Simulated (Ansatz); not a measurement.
# GaN: the cost of one run

Computed with Ansatz 0.2.0 (DFT, PBE, plane-wave PAW, default files, scalar-relativistic, as far as a step names no other, unless a step's input says otherwise).

The COD entry's cell or inner coordinates are ideal or old and differ from later refinements, so a difference from it is no clean test against experiment.

1 further run of the same task is left out (it didn't finish).

### Step 1. Starting point

The structure is hexagonal, space group P6_3mc (No. 186). Conventional cell: a = 3.180 Å, b = 3.180 Å, c = 5.166 Å, α = 90.00°, β = 90.00°, γ = 120.00°. Around Ga (site symmetry 3m) lie 4 N at 1.94 to 1.95 Å. Around N (site symmetry 3m) lie 4 Ga at 1.94 to 1.95 Å.

Structure file:

```
CELL_PARAMETERS angstrom
3.18000 0.00000 0.00000
-1.59000 2.75396 0.00000
0.00000 0.00000 5.16600
ATOMIC_POSITIONS crystal
Ga 0.33333 0.66667 0.99897
Ga 0.66667 0.33333 0.49897
N 0.33333 0.66667 0.37603
N 0.66667 0.33333 0.87603
```

The earlier run gave: gap on the mesh 1.98 eV, largest force 0.003 eV/Å, pressure 7.3 GPa.

Site by site (atoms counted from 1):

```tsv
site	atoms	first shell	V_zz (10²¹ V/m²)	η	C_Q (MHz)
Ga	1, 2	4 N at 1.94–1.95 Å; also 1 N at 3.22 Å	0.42	0.00	1.08 (⁷¹Ga)
N	3, 4	4 Ga at 1.94–1.95 Å; also 1 Ga at 3.22 Å	0.024	0.00	0.012 (¹⁴N)
```

V_zz is the principal component of the electric field gradient with the largest magnitude, η = (V_xx − V_yy)/V_zz and C_Q = eQV_zz/h. Quadrupole moments are those of Pyykkö's year-2017 table.

### Step 2. A check on settings: scf.mixing.algorithm = broyden, scf.mixing.beta = 0.7

The input, input.yaml:

```yaml
crystal:
  lattice:
    - [3.18, 0.0, 0.0]
    - [-1.59, 2.753960784, 0.0]
    - [0.0, 0.0, 5.166]
  atoms:
    - { symbol: Ga, position: [0.3333333333, 0.6666666667, -0.0010334306] }
    - { symbol: Ga, position: [0.6666666667, 0.3333333333, 0.4989665694] }
    - { symbol: "N", position: [0.3333333333, 0.6666666667, 0.3760334306] }
    - { symbol: "N", position: [0.6666666667, 0.3333333333, 0.8760334306] }
kpoints:
  mp_grid: { grid: [10, 10, 6] }
scf:
  occupations: { method: fermi_dirac, width: 0.02 }
  mixing: { algorithm: broyden, beta: 0.7 }
hamiltonian:
  xc: pbe
  pseudopotentials: { kind: paw }
output:
  forces: true
  stress: true
  populations: true
  efg:
    quadrupole_moments_barn: { Ga: 0.107, "N": 0.02044 }
    contact_densities: true
```

Started as:

```console
$ ansatz run input.yaml --threads 1 --pin off --max-ram 3072MiB --backend cpu --events-out ev --progress --plain --runs-dir out
```

Q: Estimate wall time and peak memory on 1 thread of Arm Neoverse N1, shared host.

About 12 s, with a peak of 0.38 GiB.
